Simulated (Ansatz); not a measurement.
# GaBrF2: a ladder of functionals and wavefunction methods

The task here is to estimate one member of a computed series from the others.

The runs use Ansatz 0.2.0, Gaussian basis; functionals in def2-TZVPP, the program's frozen cores in correlated methods.

Levels to be run: LDA (SPW92), PBE-D4, revPBE-D4, BLYP-D4, r2SCAN-D4, B97M-V, PBE0-D4, B3LYP-D4, r2SCANh-D4, r2SCAN0-D4, HSE06-D4, BHLYP-D4, CAM-B3LYP-D4, LC-ωPBE, ωB97X-V, ωB97M-V, B2PLYP, PBE-QIDH; CCSD(T)/def2-SVP; CCSD(T)/def2-TZVPP; MP2/def2-QZVPP; extrapolation to the limit; RPA on PBE.

## The relaxed structure

The geometry comes from an earlier relaxation with PBE0-D4 in a triple-zeta def2 set; it is a stationary point.

SMILES `[F][Ga]([F])[Br]`, 4 atoms, charge 0, spin multiplicity 1.

Atoms are counted from 1 here; the program's logs count them from 0.

Bond lengths: F1–Ga2 1.731 Å, Ga2–F3 1.731 Å, Ga2–Br4 2.237 Å. Angles: F1–Ga2–F3 115.9°, F1–Ga2–Br4 122.0°, F3–Ga2–Br4 122.0°.

Set-up of the first run:

Contents of in.yaml:

```yaml
crystal:
  periodic: [false, false, false]
  atoms:
    - {symbol: F, position_ang: [-0.791095, -0.453218, 1.527764]}
    - {symbol: Ga, position_ang: [0.056936, -0.066348, 0.069418]}
    - {symbol: F, position_ang: [1.694237, -0.619757, -0.023202]}
    - {symbol: Br, position_ang: [-0.904479, 1.079023, -1.594181]}
basis:
  gaussian: {orbitals: def2-TZVPP}
hamiltonian: {xc: lda}
output: {orbitals: {seedname: orbitals}}
```

Among the steps run: LDA; PBE-D4 (GGA); revPBE-D4 (GGA); BLYP-D4 (GGA); r2SCAN-D4 (meta-GGA); B97M-V (meta-GGA); PBE0-D4 (hybrid); B3LYP-D4 (hybrid); r2SCANh-D4 (hybrid); r2SCAN0-D4 (hybrid); HSE06-D4 (hybrid); BHLYP-D4 (hybrid); CAM-B3LYP-D4 (range-separated); LC-ωPBE-D4 (range-separated; the results give it without D4); ωB97X-V (range-separated); ωB97M-V (range-separated); B2PLYP (double hybrid); PBE-QIDH (double hybrid).

One table of the session follows, with a row left open; its other results are not shown here.

It belongs to the step «Frontier levels by functional». 

```
  functional  HOMO (eV)  LUMO (eV)  gap (eV)
 LDA (SPW92)      -8.27      -3.54      4.73
      PBE-D4      -8.06      -3.17      4.90
   revPBE-D4      -7.99      -3.01      4.98
     BLYP-D4      -7.90      -3.17      4.73
   r2SCAN-D4      -8.43      -2.88      5.55
      B97M-V      -8.48      -2.98      5.50
     PBE0-D4          ?          ?         ?
    B3LYP-D4      -9.15      -2.59      6.56
  r2SCANh-D4      -8.92      -2.54      6.38
  r2SCAN0-D4      -9.66      -2.04      7.63
    HSE06-D4      -9.02      -2.58      6.44
    BHLYP-D4     -10.61      -1.34      9.27
CAM-B3LYP-D4     -10.78      -1.29      9.49
     LC-ωPBE     -12.18       0.11     12.30
     ωB97X-V     -11.80      -0.05     11.75
     ωB97M-V     -11.67      -0.25     11.42
```

**Question.** Estimate the row for PBE0-D4.

As computed: HOMO (eV): -9.42; LUMO (eV): -2.21; gap (eV): 7.22. In the column «HOMO (eV)» it lies between r2SCAN0-D4 (-9.66) and B3LYP-D4 (-9.15).
